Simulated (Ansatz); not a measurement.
**LuVO4: properties at the relaxed cell**

One table from this session's results is given with a row withheld; the runs are named, their logs left out.

Program: Ansatz 0.2.0. Level of theory: DFT PBEsol, scalar-relativistic, plane waves, PAW. These are calculated values, not measurements.

2 further runs of the same task are left out: 2 set aside as unsound or not needed.

## The starting structure

It takes space group I4_1/amd (No. 141, tetragonal). Conventional cell: a = 7.006 Å, b = 7.006 Å, c = 6.176 Å, α = 90.00°, β = 90.00°, γ = 90.00°. Around Lu (site symmetry -4m2) lie 8 O at 2.24 to 2.39 Å. V (site symmetry -4m2) is surrounded by 4 O at 1.71 Å. O (site symmetry m) is surrounded by 1 V at 1.71 Å and 2 Lu at 2.24 to 2.39 Å.

As a file:

```cif
data_structure
_symmetry_space_group_name_H-M 'P 1'
_symmetry_Int_Tables_number 1
_cell_length_a 5.8376
_cell_length_b 5.8376
_cell_length_c 5.8376
_cell_angle_alpha 106.251
_cell_angle_beta 106.251
_cell_angle_gamma 116.123
_cell_volume 151.57
loop_
_atom_site_label
_atom_site_type_symbol
_atom_site_fract_x
_atom_site_fract_y
_atom_site_fract_z
_atom_site_occupancy
Lu1 Lu 0.75000 0.25000 0.50000 1
Lu2 Lu 0.00000 0.00000 0.00000 1
V1 V 0.50000 0.50000 0.00000 1
V2 V 0.25000 0.75000 0.50000 1
O1 O 0.51114 0.32373 0.18741 1
O2 O 0.07373 0.38633 0.31259 1
O3 O 0.13633 0.32373 0.81259 1
O4 O 0.07373 0.76114 0.68741 1
O5 O 0.23886 0.92627 0.31259 1
O6 O 0.67627 0.48886 0.81259 1
O7 O 0.61367 0.92627 0.68741 1
O8 O 0.67627 0.86367 0.18741 1
```

This cell was relaxed beforehand with the same method: volume 12.63 Å³/atom, gap on the mesh 2.91 eV.

The first run:

Contents of input.yaml:

```yaml
crystal:
  lattice:
    - [-3.4675320829, 3.4675320829, 3.0569194375]
    - [3.4675320829, -3.4675320829, 3.0569194375]
    - [3.4675320829, 3.4675320829, -3.0569194375]
  atoms:
    - { symbol: Lu, position: [0.75, 0.25, 0.5] }
    - { symbol: Lu, position: [0.0, 0.0, 0.0] }
    - { symbol: V, position: [0.5, 0.5, 0.0] }
    - { symbol: V, position: [0.25, 0.75, 0.5] }
    - { symbol: O, position: [0.5111369628, 0.3237313714, 0.1874055914] }
    - { symbol: O, position: [0.0737313714, 0.3863257799, 0.3125944086] }
    - { symbol: O, position: [0.1363257799, 0.3237313714, 0.8125944086] }
    - { symbol: O, position: [0.0737313714, 0.7611369628, 0.6874055914] }
    - { symbol: O, position: [0.2388630372, 0.9262686286, 0.3125944086] }
    - { symbol: O, position: [0.6762686286, 0.4888630372, 0.8125944086] }
    - { symbol: O, position: [0.6136742201, 0.9262686286, 0.6874055914] }
    - { symbol: O, position: [0.6762686286, 0.8636742201, 0.1874055914] }
basis:
  ecutwfc: 420
kpoints:
  mp_grid: { grid: [6, 6, 6] }
hamiltonian:
  xc: pbesol
scf:
  occupations: { method: gaussian, width: 0.02 }
output:
  forces: true
  stress: true
  eigenvalues: true
relax:
  adjacent_minimum: "off"
  f_tol: 0.01
  max_steps: 30
  cell: { stress_tol: 0.1, fix: [volume] }
```

Run with:

```console
> ansatz run input.yaml --threads 4 --pin off --max-ram 10240MiB --backend cpu --events-out ev --progress --plain --runs-dir out
```

Steps of the session up to this table: The cell scaled to 0.97 of its volume; Point at V/V0 = 1.03; Volume × 0.94; Point at V/V0 = 1.06; Volume × 0.91; Point at V/V0 = 1.10; Point at V/V0 = 0.88.

One table of the session follows, with a row left open; its other results are not shown here.

It belongs to the step «Fit of the equation of state». 

```
volume (Å³/atom)  energy above the lowest point (meV/atom)  pressure (GPa)  gap on the mesh (eV)
          11.115                                     107.0           25.59                  2.97
          11.494                                      56.4           17.43                  3.00
          11.873                                         ?               ?                     ?
          12.252                                       5.6            4.82                  2.94
          12.631                                       0.0            0.01                  2.91
          13.010                                       4.8           -3.96                  2.89
          13.389                                      18.1           -7.21                  2.88
          13.894                                      46.4          -10.53                  2.88
```

Q: Estimate the row for volume (Å³/atom) = 11.873 from the others.

Worked estimate for «energy above the lowest point (meV/atom)». A straight line through the neighbours (11.494, 56.4) and (12.252, 5.6) gives 56.4 + (5.6 − 56.4) × (11.873 − 11.494) / (12.252 − 11.494) = 31.0; a parabola fitted to 4 rows on both sides gives 23.5.

As computed: energy above the lowest point (meV/atom): 23.6; pressure (GPa): 10.57; gap on the mesh (eV): 2.98. In «energy above the lowest point (meV/atom)» the line misses by +7.4 and the parabola by -0.1.
